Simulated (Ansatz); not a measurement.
**TiCO+ (doublet): the correlation ladder, def2-SVP**

One table from this session's results is given with a row withheld; the runs are named, their logs left out.

Computed with Ansatz 0.2.0, Gaussian basis. Level: def2-SVP, core rule «outside noble gas», up to 11 orbitals frozen.

The runs, in order: UHF; CCSD(T) on ROHF; CCSD(T) on UHF; CISD as a restricted active space (open shells left free, so some higher excitations enter); CCSDT(Q) on UHF; CASSCF and MRCISD+Q, 9 electrons in 9 orbitals; CASSCF and NEVPT2, 9 electrons in 9 orbitals.

15 further runs of the same task are left out: 6 that didn't finish, 9 set aside as unsound or not needed. Runs told in other sessions of the task aren't counted.

### What is computed

The geometry is a PBE0/def2-TZVP stationary point (not a proven minimum) of the parent state, kept for this charge and spin.

3 atoms, charge 1, spin multiplicity 2.

Atoms are counted from 1 here; the program's logs count them from 0.

Bond lengths: Ti1–C2 2.058 Å, Ti1–O3 1.942 Å, C2–O3 1.221 Å. Angles: C2–Ti1–O3 35.4°, Ti1–C2–O3 67.1°, Ti1–O3–C2 77.5°.

Geometry (Å):

```
Ti    0.0000   -0.0073    0.7008
C     0.0000   -0.6836   -1.2424
O     0.0000    0.5352   -1.1641
```

Set-up of the first run:

File in.yaml:

```yaml
crystal:
  periodic: [false, false, false]
  atoms:
    - {symbol: Ti, position_ang: [0.000000, -0.007338, 0.700831]}
    - {symbol: C, position_ang: [0.000000, -0.683643, -1.242411]}
    - {symbol: O, position_ang: [0.000000, 0.535162, -1.164071]}
basis:
  gaussian: {orbitals: def2-SVP}
total_charge: 1
magnetization: {spin_polarized: true, initial_magnetization: 1}
hamiltonian: {xc: hf}
output: {orbitals: {seedname: orbitals}}
```

On the command line:

```
$ ansatz run in.yaml --threads 1 --pin off --events-out ev --progress --plain --max-ram 2393MiB
```

Among the steps run: UHF; CCSD(T) on ROHF; CCSD(T) on UHF; CISD as a restricted active space (open shells left free, so some higher excitations enter); CCSDT(Q) on UHF; CASSCF and MRCISD+Q, 9 electrons in 9 orbitals; CASSCF and NEVPT2, 9 electrons in 9 orbitals.

One table of the session follows, with a row left open; its other results are not shown here.

It belongs to the step «Misses and costs». 

```
           method  from UCCSDT(Q) (meV)
             ROHF              +10874.5
              UHF               +9611.9
             RMP2               +1194.4
             UMP2               +1243.6
            RCCSD                +648.6
            UCCSD                +590.9
         RCCSD(T)                +135.6
         UCCSD(T)                +160.6
           UCCSDT                 +65.5
        UCCSDT(Q)                     0
  CASSCF frontier                     ?
  NEVPT2 frontier               +1350.4
  MRCISD frontier                +613.1
MRCISD+Q frontier                +156.1
```

**Question.** Estimate the row for CASSCF frontier.

As computed: from UCCSDT(Q) (meV): +6425.7. In the column «from UCCSDT(Q) (meV)» it lies between NEVPT2 frontier (+1350.4) and UHF (+9611.9).

Not comparable, so not listed: CISD as a restricted active space (open shells left free, so some higher excitations enter) (they don't share determinant, frozen orbitals or solution with the rows shown, or repeat one).

Caveats from the session: The determinant of HF (⟨S²⟩ 1.73) is far from a pure spin state, so its energy mixes those of several spin states; that is harmless only where they are near-degenerate. The determinant of CCSD(T) (⟨S²⟩ 1.66) is far from a pure spin state, so its energy mixes those of several spin states; high orders of coupled cluster remove much of that, low ones don't. The determinant of CCSDT(Q) (⟨S²⟩ 1.66) is far from a pure spin state, so its energy mixes those of several spin states; high orders of coupled cluster remove much of that, low ones don't. Warnings: spin contamination; coupled cluster took another determinant than the lowest; large T1 diagnostic. Restricted and unrestricted rows rest on different reference determinants; a gap between their highest levels can come from leftover correlation error, from unlike frozen cores or from another state.
